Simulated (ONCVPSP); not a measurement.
# Pseudopotential generation for cobalt: ONCV, PBEsol

Aim: build the potential from the settings below, then test how well it stands in for the atom: other configurations, scattering, ghost states and the plane-wave cutoff that it needs.

Program: ONCVPSP 4.0.1.1 (patched build). Reference atom: PBEsol, scalar-relativistic, spherical and spin-unpolarised. All values are calculated.

### 1 The atom and the settings

Typed settings, in words:

```json
{
  "element": "cobalt (Co, Z = 27)",
  "type": "optimised norm-conserving Vanderbilt (ONCV)",
  "frozen core": "[Ar]",
  "valence charge": "9",
  "reference configuration": "3d7 4s1 4p1",
  "partial waves": "4s: rc 1.95 bohr, ncon 4, nbas 8, qcut 4.1 1/bohr, 2 projectors, debl 3.1 Ha; 4p: rc 2.40 bohr, ncon 5, nbas 8, qcut 3.8 1/bohr, 2 projectors, debl 2.7 Ha; 3d: rc 1.00 bohr, ncon 5, nbas 10, qcut 13.3 1/bohr, 2 projectors, debl 0.4 Ha",
  "local potential": "polynomial inside 0.70 bohr (lpopt 5, dvloc0 0 Ha)",
  "core correction": "polynomial model core, fcfact 0.7"
}
```

The outer shells as boxes (Hund's rule for the drawing; the calculation is spin-unpolarised):

```
[Ar] core
3d [↑↓][↑↓][↑ ][↑ ][↑ ]
4s [↑ ]
4p [↑ ][  ][  ]
```

An earlier all-electron run gives the scale for the radii.

All-electron outer shells of the reference configuration (PBEsol, scalar-relativistic, ld1.x):

| shell | level (eV) | outermost node (bohr) | outermost maximum (bohr) |
| --- | --- | --- | --- |
| 3s | -103.99 | 0.31 | 0.67 |
| 3p | -67.37 | 0.28 | 0.68 |
| 3d | -10.03 | – | 0.66 |
| 4s | -6.63 | 0.96 | 2.26 |
| 4p | -2.12 | 1.05 | 3.09 |

### 2 Generating the potential

Co.dat

```
# ATOM AND REFERENCE CONFIGURATION
# atsym  z   nc   nv     iexc    psfile
  Co 27.00    5    3  -116133      upf
#
#   n    l    f
    1    0    2.00
    2    0    2.00
    2    1    6.00
    3    0    2.00
    3    1    6.00
    3    2    7.00
    4    0    1.00
    4    1    1.00
#
# PSEUDOPOTENTIAL AND OPTIMIZATION
# lmax
    2
#
#   l,   rc,      ep,       ncon, nbas, qcut
    0    1.95    0.00    4    8    4.10
    1    2.40    0.00    5    8    3.80
    2    1.00    0.00    5   10   13.30
#
# LOCAL POTENTIAL
# lloc, lpopt,  rc(5),   dvloc0
    4    5    0.70    0.00
#
# VANDERBILT-KLEINMAN-BYLANDER PROJECTORs
# l, nproj, debl
    0    2    3.10
    1    2    2.70
    2    2    0.40
#
# MODEL CORE CHARGE
# icmod, fcfact, rcfact
    1    0.70    0.00
#
# LOG DERIVATIVE ANALYSIS
# epsh1, epsh2, depsh
   -2.00    5.00    0.02
#
# OUTPUT GRID
# rlmax, drl
    6.00    0.01
#
# TEST CONFIGURATIONS
# ncnf
    4
# nvcnf
#   n    l    f
    3
    3    2    7.00
    4    0    2.00
    4    1    0.00
#
    3
    3    2    7.00
    4    0    1.00
    4    1    0.00
#
    3
    3    2    7.00
    4    0    0.00
    4    1    0.00
#
    3
    3    2    6.00
    4    0    2.00
    4    1    0.00
#
```

Command:

```
$ oncvpsp.x < Co.dat > Co.out
```

Before running it: what results should come out? Wanted: cutoffs for 1 and 0.1 mHa per electron, occupied waves; bound ghosts; GHOST(+) flags; largest test error; largest phase difference near zero energy, channels read; rms error of d²Exc/dn², without and with the model core.

The runs gave:

| quantity | value |
| --- | --- |
| cutoffs for 1 and 0.1 mHa per electron, occupied waves | 83 Ha and 234 Ha |
| bound ghosts | s at -295.18 eV, p at -8.05 eV |
| GHOST(+) flags | s at 150 eV |
| largest test error (AE − PS) | -243 meV, for 3d6 4s2 4p0 (1 test unsolved) |
| largest phase difference near zero energy, channels read | 3.120 rad |
| rms error of d²Exc/dn², without and with the model core | 7.56 and 1.61 mHa |

A bound ghost (s, p) makes it unfit for use: electrons can fall into a state that the atom doesn't have. The worst unpolarised test, 3d6 4s2 4p0, is off by 243 meV on 10.8 eV; by total energies transferability rates as poor. Of the tests 1 gave no usable energy difference, which is a warning in itself. The potential is very hard: the looser tolerance needs 83 Ha. The tighter tolerance needs 234 Ha, and converged work needs a cutoff nearer that. At the looser tolerance the 3d wave is the slowest; 4s needs 5 Ha. Near zero energy the largest phase difference among the channels read is 3.12 rad, in the p channel. A step near π is an extra or missing state, not a misfit of shape. The pseudo curves have a pole with no partner nearby in the atom's: p at -0.29 Ha. The program also flags highly localised states, GHOST(+) (s). These are tests on the free atom; a crystal test is still owed.
